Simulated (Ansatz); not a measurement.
A nudged elastic band was laid between two geometries of a periodic cell of 39 atoms, Al5O8 (host Al2O3, host structure R-3c, one Al atom removed), cell charge +1.

Level of theory: DFT LDA, scalar-relativistic, plane waves, PAW in Ansatz 0.2.0. Settings: PAW set soft_1, cutoff 420 eV, k mesh 2x2x2, fermi-dirac smearing 0.05 eV, no spin polarisation.

| Item | Value |
| --- | --- |
| movable images | 5 |
| climbing image | yes |
| spring | 5.0 eV/Å² |
| optimiser | quadratic models (default) |
| start path | straight line |
| force threshold | 0.05 eV/Å |
| iteration limit | 43 |
| end points | relaxed |

Initial state:

```xyz
39
Lattice="-4.7351 -2.7338 4.3003 4.7351 -2.7338 4.3003 0.0000 5.4676 4.3003" Properties=species:S:1:pos:R:3
Al -0.008 0.029 4.553
Al 0.013 0.011 1.919
Al 0.019 0.046 8.352
Al -0.022 0.075 10.996
O -0.927 1.397 7.554
O -0.774 -1.390 7.641
O 1.653 0.101 7.504
O 1.023 -1.211 5.365
O 0.732 1.501 5.377
O -1.619 -0.100 5.416
Al 0.001 -2.731 8.651
Al 0.001 2.737 4.042
Al 0.001 2.737 6.691
O 3.814 1.372 7.524
O -0.724 1.254 3.224
O -3.088 0.117 7.524
O -3.833 -1.355 5.376
O 0.726 -1.271 9.677
O 3.110 -0.098 5.377
Al -2.385 1.350 8.853
Al -2.380 1.377 6.220
Al 2.322 -1.369 4.052
Al 2.317 -1.419 6.695
O 1.457 0.018 3.203
O 1.625 2.603 7.554
O -0.773 -4.072 7.641
O -1.467 0.019 9.717
O -1.826 -2.605 5.365
O 0.705 3.987 5.377
Al 2.395 1.364 8.853
Al 2.369 1.355 6.220
Al -2.339 -1.401 4.051
Al -2.293 -1.380 6.695
O 1.549 -2.730 7.641
O -3.108 2.624 7.503
O -0.695 -1.258 3.254
O -1.435 2.722 5.377
O 3.089 -2.643 5.416
O 0.806 1.092 9.666
```

Final state:

Only the atoms that move by more than 0.05 Å are listed.
```
Al3 -0.022 -0.071 8.364
Al4 0.019 -0.042 11.007
O6 -0.772 -1.392 7.416
O7 1.627 0.113 7.556
O8 0.901 -1.377 5.381
O10 -1.647 -0.088 5.341
Al11 0.000 -2.734 6.406
O17 -3.713 -1.521 5.393
O18 0.806 -1.088 9.693
O19 2.907 -0.125 5.393
Al22 2.440 -1.351 4.064
Al23 2.395 -1.329 6.707
O24 1.456 -0.014 3.256
O26 -0.776 -4.073 7.416
O27 -1.468 -0.016 9.642
O28 -1.626 -2.632 5.381
Al32 -2.418 -1.312 4.064
Al33 -2.414 -1.362 6.707
O34 1.548 -2.736 7.416
O35 -3.083 2.635 7.556
O38 3.115 -2.630 5.341
O39 0.725 1.275 9.682
```

Task: Which bonds break or form, and what moves?

Result: Contacts lost: Al11–O17, Al11–O18, Al11–O19. Contacts made: O8–Al11, Al11–O28, Al11–O39. The atom that moves furthest is Al11, by 2.24 Å; four of its nearest neighbours are O26 1.85, O34 1.85, O6 1.85, O19 1.93 Å at the first end and O6 1.85, O34 1.85, O26 1.85, O8 1.92 Å at the last.

Task: What energy profile does the band end with?

Result: The run converged. The highest image is number 3 of 0 to 6, 1.60 eV above the ends, which have the same energy within 2 meV. By the program's own check the climbing image is a first-order saddle point (lowest curvatures found: -4.93 and 1.64 eV/Å²). Limits of this set-up: coarse k mesh, PAW files made for another functional, no spin, though dangling bonds at a vacancy may carry it, a small cell, in which the defect meets its images, charged cell in a uniform background, uncorrected.

```
image  path coordinate (Å)  energy (eV)  Al11–O17 (Å)  Al11–O18 (Å)  Al11–O19 (Å)
    0                 0.00         0.00          1.93          1.93          1.93
    1                 0.42         0.40          2.14          2.14          2.14
    2                 0.84         1.20          2.46          2.46          2.46
    3                 1.26         1.60          2.80          2.80          2.80
    4                 1.68         1.20          3.14          3.14          3.14
    5                 2.10         0.39          3.47          3.47          3.47
    6                 2.52         0.00          3.76          3.76          3.76
```

Task: What is the geometry of the highest image?

Result: 
```xyz
39
Lattice="-4.7351 -2.7338 4.3003 4.7351 -2.7338 4.3003 0.0000 5.4676 4.3003" Properties=species:S:1:pos:R:3
Al 0.009 0.032 4.545
Al 0.009 -0.029 1.913
Al -0.018 0.053 8.366
Al -0.018 -0.050 10.994
O -0.935 1.416 7.565
O -0.835 -1.286 7.529
O 1.640 0.107 7.530
O 1.023 -1.232 5.400
O 0.712 1.503 5.379
O -1.624 -0.079 5.379
Al 0.000 -2.732 7.529
Al 0.000 2.735 4.059
Al 0.000 2.735 6.700
O 3.800 1.321 7.494
O -0.675 1.266 3.194
O -3.125 0.152 7.494
O -3.712 -1.499 5.359
O 0.789 -1.097 9.659
O 2.925 -0.134 5.359
Al -2.397 1.361 8.846
Al -2.345 1.391 6.213
Al 2.332 -1.408 4.065
Al 2.422 -1.355 6.693
O 1.457 0.001 3.229
O 1.611 2.585 7.565
O -0.835 -4.179 7.529
O -1.485 0.001 9.680
O -1.810 -2.597 5.400
O 0.712 3.968 5.379
Al 2.390 1.346 8.846
Al 2.338 1.376 6.213
Al -2.313 -1.375 4.065
Al -2.403 -1.323 6.693
O 1.671 -2.732 7.529
O -3.095 2.630 7.530
O -0.675 -1.263 3.265
O -1.423 2.735 5.379
O 3.111 -2.652 5.379
O 0.789 1.100 9.700
```

The band took 5 iterations and about 22 core-minutes.

Time of the run: 12 min on 2 threads of Arm Neoverse V1, on a shared host, peak memory 1.8 GiB.
